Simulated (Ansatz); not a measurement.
**CH₃FOSeSi: one species, many methods**

An exercise on one series of results from a longer session: the logs are not shown, and one member is left open.

Program: Ansatz 0.2.0, Gaussian basis. Level of theory: functionals in def2-TZVPP, the program's frozen cores in correlated methods. These are calculated values, not measurements.

Levels to be run: LDA (SPW92), PBE-D4, revPBE-D4, BLYP-D4, r2SCAN-D4, B97M-V, PBE0-D4, B3LYP-D4, r2SCANh-D4, r2SCAN0-D4, HSE06-D4, BHLYP-D4, CAM-B3LYP-D4, LC-ωPBE, ωB97X-V, ωB97M-V, B2PLYP, PBE-QIDH; CCSD(T)/def2-SVP; CCSD(T)/def2-TZVPP; MP2/def2-QZVPP; extrapolation to the limit; RPA on PBE.

## The relaxed structure

An earlier PBE0-D4 in a triple-zeta def2 set relaxation fixed the geometry.

SMILES `FC1O[SiH2][Se]1`, 8 atoms, charge 0, spin multiplicity 1.

Atoms are counted from 1 here; the program's logs count them from 0.

Bond lengths: F1–C2 1.350 Å, C2–O3 1.380 Å, C2–Se5 2.017 Å, C2–H6 1.091 Å, O3–Si4 1.676 Å, Si4–Se5 2.258 Å, Si4–H7 1.482 Å, Si4–H8 1.481 Å. Angles: F1–C2–O3 110.3°, F1–C2–Se5 111.2°, F1–C2–H6 108.1°, O3–C2–Se5 104.1°, O3–C2–H6 112.4°, Se5–C2–H6 110.8°, C2–O3–Si4 102.5°, O3–Si4–Se5 85.6°, O3–Si4–H7 112.9°, O3–Si4–H8 111.5°, Se5–Si4–H7 118.2°, Se5–Si4–H8 116.9°, H7–Si4–H8 109.7°, C2–Se5–Si4 67.7°.

The first run:

Contents of in.yaml:

```yaml
crystal:
  periodic: [false, false, false]
  atoms:
    - {symbol: F, position_ang: [-1.465709, 1.610288, 0.341037]}
    - {symbol: C, position_ang: [-0.226183, 1.076265, 0.382649]}
    - {symbol: O, position_ang: [0.093686, 0.511367, -0.835515]}
    - {symbol: Si, position_ang: [0.312615, -1.102738, -0.441936]}
    - {symbol: Se, position_ang: [-0.140631, -0.468496, 1.677302]}
    - {symbol: H, position_ang: [0.472681, 1.862904, 0.671714]}
    - {symbol: H, position_ang: [-0.650386, -1.998280, -1.125305]}
    - {symbol: H, position_ang: [1.696028, -1.548411, -0.725846]}
basis:
  gaussian: {orbitals: def2-TZVPP}
hamiltonian: {xc: lda}
output: {orbitals: {seedname: orbitals}}
```

Launch:

```console
$ ansatz run in.yaml --threads 4 --pin off --events-out ev --progress --plain --max-ram 10444MiB
```

Steps of the session up to this table: LDA; PBE-D4 (GGA); revPBE-D4 (GGA); BLYP-D4 (GGA); r2SCAN-D4 (meta-GGA); B97M-V (meta-GGA); PBE0-D4 (hybrid); B3LYP-D4 (hybrid); r2SCANh-D4 (hybrid); r2SCAN0-D4 (hybrid); HSE06-D4 (hybrid); BHLYP-D4 (hybrid); CAM-B3LYP-D4 (range-separated); LC-ωPBE (range-separated); ωB97X-V (range-separated); ωB97M-V (range-separated); B2PLYP (double hybrid); PBE-QIDH (double hybrid).

One of the session's tables, all rows but one given; the rest of the session is left out.

It belongs to the step «Orbital energies across the functionals». 

| functional | HOMO (eV) | gap (eV) |
| --- | --- | --- |
| LDA (SPW92) | -6.23 | 4.15 |
| PBE-D4 | -6.08 | 4.22 |
| revPBE-D4 | -6.02 | 4.25 |
| BLYP-D4 | -5.91 | 4.14 |
| r2SCAN-D4 | -6.36 | 4.70 |
| B97M-V | -6.47 | 4.81 |
| PBE0-D4 | -7.26 | 6.28 |
| B3LYP-D4 | -7.01 | 5.79 |
| r2SCANh-D4 | -6.79 | 5.46 |
| r2SCAN0-D4 | -7.44 | 6.59 |
| HSE06-D4 | -6.86 | 5.50 |
| BHLYP-D4 | -8.28 | 8.23 |
| CAM-B3LYP-D4 | ? | ? |
| LC-ωPBE | -9.93 | 11.16 |
| ωB97X-V | -9.57 | 10.69 |
| ωB97M-V | -9.43 | 10.33 |

**Question.** Estimate the row for CAM-B3LYP-D4.

**Answer.** HOMO (eV): -8.55; gap (eV): 8.61. In the column «HOMO (eV)» it lies between ωB97M-V (-9.43) and BHLYP-D4 (-8.28).
